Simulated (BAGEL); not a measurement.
**CHBClFO (SMILES FC1OB1Cl) at HF/STO-3G (density fitting with qzvpp-jkfit)**

What is the energy change on altering one bond length of CHBClFO at HF/STO-3G (density fitting with qzvpp-jkfit)? 

Program for the calculation: BAGEL 1.2.2.

2 further runs of the same task are left out: 2 set aside as unsound or not needed.

## (1) The molecule

CHBClFO: 6 atoms, total charge 0, spin state singlet. As SMILES, `FC1OB1Cl`. The coordinates come from a PBE0-D4/def2-TZVP relaxation.

Bond lengths: F1–C2 1.347 Å, C2–O3 1.470 Å, C2–B4 1.505 Å, O3–B4 1.335 Å, B4–Cl5 1.709 Å, C2–H6 1.086 Å. Angles: F1–C2–O3 112.6°, F1–C2–B4 121.0°, O3–C2–B4 53.3°, C2–O3–B4 64.7°, C2–B4–O3 62.0°, C2–B4–Cl5 159.7°, O3–B4–Cl5 138.2°, F1–C2–H6 110.4°, O3–C2–H6 112.8°, B4–C2–H6 128.2°.

## (2) A single-point energy at HF/STO-3G (density fitting with qzvpp-jkfit)

Input file hf.json:

```json
{ "bagel" : [

{
  "title" : "molecule",
  "basis" : "sto-3g",
  "df_basis" : "qzvpp-jkfit",
  "angstrom" : "true",
  "geometry" : [
    { "atom" : "F", "xyz" : [      -0.276000,      -1.630800,       0.652800 ] },
    { "atom" : "C", "xyz" : [      -0.007100,      -0.311100,       0.617700 ] },
    { "atom" : "O", "xyz" : [       1.091300,       0.017600,      -0.302500 ] },
    { "atom" : "B", "xyz" : [      -0.111800,       0.466800,      -0.666600 ] },
    { "atom" : "Cl", "xyz" : [      -0.812000,       1.324200,      -1.969000 ] },
    { "atom" : "H", "xyz" : [       0.157700,       0.069100,       1.621300 ] }
  ]
},

{ "title" : "hf" },

{ "title" : "print", "file" : "orbitals.molden", "orbitals" : "true" }

]}
```

The run is started by

```
$ BAGEL_NUM_THREADS=1 BAGEL hf.json > hf.out
```

Standard output:

```text
* using 1 threads per process

  ===============================================================
  ===============================================================

  *** Geometry ***

  { "atom" : "F", "xyz" : [     -0.521564,     -3.081765,      1.233613 ] },
  { "atom" : "C", "xyz" : [     -0.013417,     -0.587894,      1.167284 ] },
  { "atom" : "O", "xyz" : [      2.062258,      0.033259,     -0.571642 ] },
  { "atom" : "B", "xyz" : [     -0.211271,      0.882124,     -1.259691 ] },
  { "atom" : "Cl", "xyz" : [     -1.534458,      2.502375,     -3.720871 ] },
  { "atom" : "H", "xyz" : [      0.298010,      0.130580,      3.063813 ] },

  Number of auxiliary basis functions:      450

  Since a DF basis is specified, we compute 2- and 3-index integrals:
    o Being stored without compression. Storage requirement is 0.003 GB

  Number of basis functions:       30
  Number of electrons      :       46

    * METHOD: MOLECULE                             0.12

  *** RHF ***

  === Nuclear Repulsion ===
   190.3894835312

      * DIIS with orbital gradients will be used.

  === RHF iteration (sto-3g) ===
      0       -688.69407712          0.02375138           0.02
      1       -688.82322013          0.01216709           0.02
      2       -688.85128855          0.00180137           0.02
      3       -688.85267276          0.00056428           0.02
      4       -688.85282030          0.00010348           0.02
      5       -688.85282706          0.00003448           0.02
      6       -688.85282781          0.00001276           0.02
      7       -688.85282793          0.00000519           0.02
      8       -688.85282795          0.00000108           0.02
      9       -688.85282795          0.00000043           0.02
     10       -688.85282795          0.00000013           0.02
     11       -688.85282795          0.00000003           0.02
     12       -688.85282795          0.00000001           0.02
    * SCF iteration converged.

    * Permanent dipole moment:
           (    0.040288,    -0.126803,    -0.508416) a.u.

    * METHOD: HF                                   0.33

    * METHOD: PRINT                                0.00

  ===============================================================
```

Wall time 0.62 s (1 thread of Arm Neoverse V2, shared host).

## (3) The distorted shape at the same level

Input file calc.json:

```json
{ "bagel" : [

{
  "title" : "molecule",
  "basis" : "sto-3g",
  "df_basis" : "qzvpp-jkfit",
  "angstrom" : "true",
  "geometry" : [
    { "atom" : "F", "xyz" : [   -0.358404,   -1.820909,    0.150976 ] },
    { "atom" : "C", "xyz" : [   -0.089504,   -0.501209,    0.115876 ] },
    { "atom" : "O", "xyz" : [    1.008896,   -0.172509,   -0.804324 ] },
    { "atom" : "B", "xyz" : [   -0.194204,    0.276691,   -1.168424 ] },
    { "atom" : "Cl", "xyz" : [   -0.894404,    1.134091,   -2.470824 ] },
    { "atom" : "H", "xyz" : [    0.157700,    0.069100,    1.621300 ] }
  ]
},
{
  "title" : "hf"
},
{
  "title" : "print",
  "file" : "orbitals.molden",
  "orbitals" : "true"
}

]}
```

The run is started by

```
$ BAGEL_NUM_THREADS=1 BAGEL calc.json > calc.out
```

Standard output:

```text
* using 1 threads per process

  ===============================================================
  ===============================================================

  *** Geometry ***

  { "atom" : "F", "xyz" : [     -0.677285,     -3.441019,      0.285303 ] },
  { "atom" : "C", "xyz" : [     -0.169138,     -0.947148,      0.218974 ] },
  { "atom" : "O", "xyz" : [      1.906537,     -0.325995,     -1.519952 ] },
  { "atom" : "B", "xyz" : [     -0.366992,      0.522870,     -2.208001 ] },
  { "atom" : "Cl", "xyz" : [     -1.690179,      2.143121,     -4.669181 ] },
  { "atom" : "H", "xyz" : [      0.298010,      0.130580,      3.063813 ] },

  Number of auxiliary basis functions:      450

  Since a DF basis is specified, we compute 2- and 3-index integrals:
    o Being stored without compression. Storage requirement is 0.003 GB

  Number of basis functions:       30
  Number of electrons      :       46

    * METHOD: MOLECULE                             0.12

  *** RHF ***

  === Nuclear Repulsion ===
   188.2220294470

      * DIIS with orbital gradients will be used.

  === RHF iteration (sto-3g) ===
      0       -688.56626332          0.02529412           0.02
      1       -688.70374194          0.01376705           0.02
      2       -688.73956691          0.00200053           0.02
      3       -688.74147395          0.00073299           0.02
      4       -688.74173847          0.00015984           0.02
      5       -688.74175409          0.00005852           0.02
      6       -688.74175613          0.00002190           0.02
      7       -688.74175648          0.00000738           0.02
      8       -688.74175652          0.00000207           0.02
      9       -688.74175653          0.00000077           0.02
     10       -688.74175653          0.00000032           0.02
     11       -688.74175653          0.00000006           0.02
     12       -688.74175653          0.00000002           0.02
     13       -688.74175653          0.00000001           0.02
    * SCF iteration converged.

    * Permanent dipole moment:
           (    0.033277,    -0.077712,    -0.459376) a.u.

    * METHOD: HF                                   0.33

    * METHOD: PRINT                                0.00

  ===============================================================
```

Wall time 0.62 s (1 thread of Arm Neoverse V2, shared host).

## (4) Outcome

At HF/STO-3G (density fitting with qzvpp-jkfit):

| quantity | value |
| --- | --- |
| first shape: total energy | -688.85283 Eh |
| first shape: dipole moment | 1.34 D |
| first shape: HOMO energy | -9.55 eV |
| first shape: LUMO energy | 6.71 eV |
| first shape: HOMO–LUMO gap | 16.26 eV |
| distorted shape: total energy | -688.74176 Eh |
| distorted shape: dipole moment | 1.19 D |
| distorted shape: HOMO energy | -9.25 eV |
| distorted shape: LUMO energy | 6.23 eV |
| distorted shape: HOMO–LUMO gap | 15.48 eV |
| energy change with the C2–H6 bond stretched from 1.086 to 1.629 Å | 3.022 eV |

**Reading.** With the C2–H6 bond stretched from 1.086 to 1.629 Å the energy rises by 3.02 eV (70 kcal/mol). The first shape isn't relaxed at this level, so the change isn't measured from a minimum. The minimal basis adds a large error of its own.
